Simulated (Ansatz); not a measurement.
The system is CrN2.

```
CELL_PARAMETERS angstrom
3.90179 0.00000 0.00000
0.00000 4.80951 0.00000
0.00000 0.00000 2.78417
ATOMIC_POSITIONS crystal
Cr 0.00000 0.00000 0.00000
Cr 0.50000 0.50000 0.50000
N 0.86617 0.58878 0.00000
N 0.13383 0.41123 0.00000
N 0.36617 0.91122 0.50000
N 0.63383 0.08878 0.50000
```

The cell comes from a database or a generator and needn't be the stable form of this composition.

Base run:

```yaml
Program: Ansatz 0.2.0
Functional: PBE
Potentials_or_basis: Ansatz PAW
Cutoff: "420 eV (not typed: the program's choice for these potentials)"
k_mesh: 7 × 6 × 10
Occupations: fermi-dirac, width 0.05 eV
Spin: collinear spin, ferromagnetic start
Starting_moments: "[3.0, 3.0, 0.0, 0.0, 0.0, 0.0] μB"
```

Its results: band gap on the k mesh none (metal or under the smearing width); pressure -1.0 GPa; net moment 4.25 μB per cell; site moments Cr +1.90; N -0.06 μB; largest force 0.079 eV/Å.

**Question.** The run is repeated on the same cell with these changes: functional from PBE to LDA. What comes out?

**Answer.** Band gap on the k mesh none (metal or under the smearing width); pressure -17.9 GPa; net moment 4.19 μB per cell; site moments Cr +1.83; N -0.05 μB; largest force 0.266 eV/Å.

LDA binds more tightly than PBE, so the same cell stands under less pressure.

Caveats: only a ferromagnetic start was run, and an antiferromagnetic order may lie lower in energy; the PAW data sets come from PBE, with cores solved anew for the run's functional, which leaves a small shift of forces and pressure (some runs).
